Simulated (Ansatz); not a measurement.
# Ga in Ansatz: notebook

Aim: see how the results for Ga move with the level of theory and the settings. Levels: PBE, LDA, PBEsol. Tasks: work function, projected density of states.

All numbers are computed with Ansatz 0.2.0; they aren't measurements. Logs are shortened: lines on timing, memory, paths and dates and some standing lists are left out, and cuts for length are marked.

## (1) The sheet as given

The cell holds a sheet with vacuum, 2 atoms: a = 4.330 Å, b = 4.330 Å, c = 23.800 Å, α = 90.00°, β = 90.00°, γ = 120.00°.

The cell was built by a generator and needn't be a form met in nature.

## (2) Work function, PBE

The input, input.yaml:

```yaml
crystal:
  lattice:
    - [4.33047, 0.0, 0.0]
    - [-2.16523, 3.7503, 0.0]
    - [0.0, 0.0, 23.8]
  atoms:
    - { symbol: Ga, position: [0.33333, 0.66667, 0.29412] }
    - { symbol: Ga, position: [0.66667, 0.33333, 0.29412] }
  periodic: [true, true, false]
kpoints:
  mp_grid: { grid: [7, 7, 1] }
scf:
  occupations: { method: fermi_dirac, width: 0.05 }
hamiltonian:
  xc: pbe
  pseudopotentials: { kind: all_electron, lapw: { basis_error: 0.002 } }
output:
  forces: true
  stress: true
  eigenvalues: true
```

Potentials or basis: all-electron LAPW, scalar-relativistic.

Command:

```
$ ansatz run input.yaml --threads 4 --pin off --max-ram 12288MiB --backend cpu --events-out ev --progress --plain --runs-dir out
```

The log of the run:

```text
Warning: the atoms were moved onto the symmetric positions of the space group found under crystal.symmetry.tolerance 1.0e-5 (fractional; no operation is sought that the atoms, as they stand in a round, miss by more than twice it, and no atom is moved by as much as it), and the run uses the moved positions. Before a round's move an operation carried an atom to 4.33e-5 Å from where it should land, the largest such distance. Atom 0 (counting from 0) moved farthest, by 2.50e-5 Å; the longest move in fractions of the cell, of whichever atom, is 0.47 of the tolerance, in 1 round. To run the atoms as typed, lower crystal.symmetry.tolerance until the operations that they miss are no longer found, or set crystal.symmetry.detect: false (a key that needs symmetry detection or time reversal refuses this as the deck is read). The positions used, in the order of the run's atom list: position: [0.3333333333333333, 0.6666666666666666, 0.29412]; position: [0.6666666666666666, 0.3333333333333333, 0.29412]; The lattice was moved too: crystal.lattice keeps the space group found at crystal.symmetry.tolerance 1.0e-5 only nearly: the operation that it misses by the most changes a squared length by the fraction 2.70e-6. The run uses the lattice that is a stretch of the typed one, with no rotation, onto the one that keeps every operation to a double's rounding (on a very oblique basis the stretch itself rounds by more); the deck's lattice vector that moved farthest moved by 3.36e-6 Å. To run the lattice as typed, set crystal.symmetry.tolerance under 3.82e-8, the least fraction by which an operation that the lattice misses changes a squared length (the same key also sets how far an atom may lie from its image, so lowering it can lose operations that the atoms keep only within it), or set crystal.symmetry.detect: false, as for the atoms. crystal.lattice made exact, in Å and degrees: [[4.3304717145431555, -2.8867513457211804e-6, 0.0], [-2.165233357271578, 3.750299958539999, 0.0], [0.0, 0.0, 23.8]]. Pasted over the deck's crystal.lattice, beside positions in fractional coordinates, it runs the same cell (given as lengths and angles, that cell in the form's own orientation, a rigid turn of the misfit's size from the one run here, for which a checkpoint.post_process_only pass over this run's state can be refused: where this run relaxes nothing, give such a pass this deck's own crystal.lattice, as typed; behind a relaxation, as crystal.lattice, the state's own cell, identity.cell in its checkpoint.json), and a matrix so pasted ends this notice, except on a very skew basis of the lattice, where the rounding of the pasted numbers themselves can read as a misfit: the cell is then moved again, and that move is told again. The lattice as run is in this notice's lattice.as_run_ang field (Run.prep()["deck_notices"] in Python, the deck_notice line of an events file, deck_notices of ansatz run --dry-run=json, or deck_notices in record.json in the deck's checkpoint.write directory).
Warning: RAYON_NUM_THREADS=4 ignored (pool sized by the plan → 4); use --threads N
LAPW: plane waves up to 8.611 Å⁻¹, error target 2.0e-3 eV per atom; small_component_spin mean_spin; Ga in spheres of 1.250 Å, 21 of its electrons in bands, Dirac shells [] (how accurate: hamiltonian.pseudopotentials.lapw.basis_error, Limitations)
Engine: ansatz 0.2.0, aarch64-unknown-linux-gnu
Pseudopotentials: kind: all_electron
Pseudopotential: Ga, LAPW, valence charge 21, lapw/all_electron/scalar/gaussian/Ga, Koelling and Harmon's equation, gaussian nucleus
Functional definition: PBE
  parameter kappa = 0.804
  parameter beta = 0.06672455060314922
  exchange = pbe_x(kappa = kappa, mu = beta*pi^2/3)
  correlation = pbe_c(beta = beta)
Crystal: 2 atoms, lattice volume = 386.525 Å³
Basis set: ecut = 282.47999287058155 eV, 4115 PW (Γ), exchange–correlation at level 2
Bands: 26, of which v1, the nominal top of the filled ones, is band 21 counted from 1 (20 counted from 0)
Symmetry: 24 space group operations
Space group: P6/mmm (ITA 191), of the structure as read, at distance tolerance 7.3e-5 Å
k-points: 8 of 49
Non-local potential: Ga, projectors of the file, none
Initial density: superposition of atomic densities (neutral atoms: chi_scale 0, normalization atom)
Initial wavefunctions: plane waves of lowest kinetic energy (no species holds an atomic orbital)
Functional: x = pbe(κ = 0.804, μ = 0.2195149727645171), c = pbe(β = 0.06672455060314922)
iter 1 solved again at ethr=1.83e-3 eV; its pass at ethr=1.00e-1 eV (dr2=7.70e-1 eV) is discarded
SCF iter   1: F=—  HF=-105798.667156 eV  |F-HF|=—  |Δ(HF+E_count)|=         —  Δρ=9.91e-3  dr2=7.73e-1  ethr=1.83e-3  ⟨swp⟩=3.8  Hψ=1322  notcnv=0
preconditioner: auto → LDOS  [metal: Δε(μ)=0.062 eV  Ē_g=16.024 eV  σ=0.050 eV  W_gap=0.29  n_scr=56 (ndim 8)  ℏωp=9.6 eV  f_vac=0.801  D(μ)=2.53/eV (n_scr^D=8)  β→1.0]
SCF iter   2: F=—  HF=-105798.466892 eV  |F-HF|=—  |Δ(HF+E_count)|=   2.00e-1  Δρ=4.05e-3  dr2=7.85e-2  ethr=1.83e-3  ⟨swp⟩=3.0  Hψ=678  notcnv=0
SCF iter   3: F=—  HF=-105798.546186 eV  |F-HF|=—  |Δ(HF+E_count)|=   7.93e-2  Δρ=1.79e-3  dr2=1.07e-2  ethr=1.87e-4  ⟨swp⟩=3.2  Hψ=735  notcnv=0
SCF iter   4: F=—  HF=-105798.444712 eV  |F-HF|=—  |Δ(HF+E_count)|=   1.01e-1  Δρ=1.19e-3  dr2=8.52e-3  ethr=2.55e-5  ⟨swp⟩=3.0  Hψ=716  notcnv=0
iter 5 solved again at ethr=5.79e-7 eV; its pass at ethr=2.03e-5 eV (dr2=2.43e-4 eV) is discarded
SCF iter   5: F=—  HF=-105798.448415 eV  |F-HF|=—  |Δ(HF+E_count)|=         —  Δρ=1.74e-4  dr2=2.42e-4  ethr=5.79e-7  ⟨swp⟩=2.0  Hψ=1086  notcnv=0
the basis was enlarged: its passes take 56.9 KiB over the memory plan, 4 of 4 planned eigensolver slots
SCF iter   6: F=—  HF=-105798.448596 eV  |F-HF|=—  |Δ(HF+E_count)|=   1.81e-4  Δρ=4.17e-5  dr2=3.46e-6  ethr=5.77e-7  ⟨swp⟩=3.0  Hψ=606  notcnv=0
SCF iter   7: F=-105798.448606 eV  HF=-105798.448606 eV  |F-HF|=1.32e-7  |Δ(HF+E_count)|=   1.03e-5  Δρ=4.90e-6  dr2=9.00e-8  ethr=8.24e-9  ⟨swp⟩=3.2  Hψ=618  notcnv=0
SCF 1 converged in 7 iterations: F = -105798.448606 eV  dr2 = 9.00e-8
SCF converged after 7 iterations
Free energy (F): -105798.448606 eV
Harris-Foulkes:  -105798.448606 eV  (|F-HF|=1.32e-7)
Internal energy: -105798.432004 eV  (E = F + TS)
E sigma→0 (E₀):  -105798.440305 eV
Entropy (-TS):   -0.016602 eV (-8.301 meV/atom)
Fermi energy:    -4.328161 eV
--- Per-component energies (eV) ---
  E_band       = -2200.315554
  E_kinetic    = 107879.355950
  E_xc         = -4116.264861
  E_electrostatic = -209561.523093  (all electrons and nuclei)
  E_smearing   = -0.016602  (= −TS)
  E_closure    = 0.000000  (closes the sum)
  E_atoms      = -105793.889118  (free atoms, spherical and without spin; not in F)
  Σ components = -105798.448606   (vs F -105798.448606, Δ=0.00e0)
  Basis errors (estimates in eV, not in F): energy 9.7e-4 per atom: plane waves 9.0e-4 (5.6e-4 summed), levels above the bands 1.1e-45, relativity 1.6e-7, radial functions 7.5e-5, core shells 1.5e-9; eigenvalues (radial functions only) 9.9e-7; not estimated: angular momenta, meshes, grids; target (lapw.basis_error) 2.0e-3; muffin-tin radii Ga 1.250 Å
--- Forces (eV/Å), atoms counted from 1 ---
  atom   1  Ga    -0.00000000     0.00000000     0.00000000
  atom   2  Ga     0.00000000    -0.00000000     0.00000000
  max |Σ_I F_I| component: 3.70e-17 eV/Å
--- 2D stress c σ (N/m, compression-positive) ---
       -0.075823      -0.000000       0.000000
        0.000000      -0.075823       0.000000
        0.000000       0.000000       0.000000
  P = ½ c Tr σ = -0.0758 N/m
--- Band table (eV; the first three rows and the last of 8) ---
  k-point 0: bands = ["-147.8279", "-147.8252", "-98.6282", "-98.6256", "-98.5276", "-98.5276", "-98.5116", "-98.5116", "-19.1468", "-19.0256", "-19.0256", "-18.9827", "-18.9827", "-18.8127", "-18.8127", "-18.8078", "-18.8039", "-18.8039", "-12.5038", "-5.2239", "-3.0516", "-3.0516", "-2.6863", "-0.8976", "-0.1607", "0.5385"]
  k-point 1: bands = ["-147.8277", "-147.8253", "-98.6281", "-98.6257", "-98.5277", "-98.5269", "-98.5123", "-98.5115", "-19.1436", "-19.0304", "-19.0244", "-19.0227", "-19.0195", "-18.8213", "-18.8112", "-18.8082", "-18.7595", "-18.7545", "-12.3080", "-5.1035", "-5.0147", "-3.4536", "-1.1812", "-0.6784", "0.0532", "0.7375"]
  k-point 2: bands = ["-147.8274", "-147.8256", "-98.6278", "-98.6260", "-98.5281", "-98.5253", "-98.5139", "-98.5111", "-19.1438", "-19.0843", "-19.0731", "-19.0406", "-19.0035", "-18.8427", "-18.8213", "-18.7986", "-18.6897", "-18.6773", "-11.7313", "-7.1597", "-4.4075", "-4.0987", "-1.3412", "-0.0131", "0.0500", "0.7088"]
  k-point 7: bands = ["-147.8268", "-147.8263", "-98.6271", "-98.6266", "-98.5288", "-98.5212", "-98.5179", "-98.5104", "-19.1988", "-19.0914", "-19.0913", "-19.0610", "-18.9489", "-18.9006", "-18.7869", "-18.7818", "-18.7427", "-18.5485", "-10.3371", "-9.1837", "-6.0094", "-2.9734", "-1.8265", "1.1977", "1.6610", "1.8455"]
  the weakly bound empty levels are not read free of the cell's end (augmented_plane_waves)
```

It took 4 s on 4 threads of Arm Neoverse V2, shared host; peak memory 0.61 GiB.

Results:

| Property | Result |
| --- | --- |
| Free energy | -105798.4486 eV |
| Band gap on the k mesh | none (metal or under the smearing width) |
| Work function | 4.33 eV |

[end of part 1 of 2]
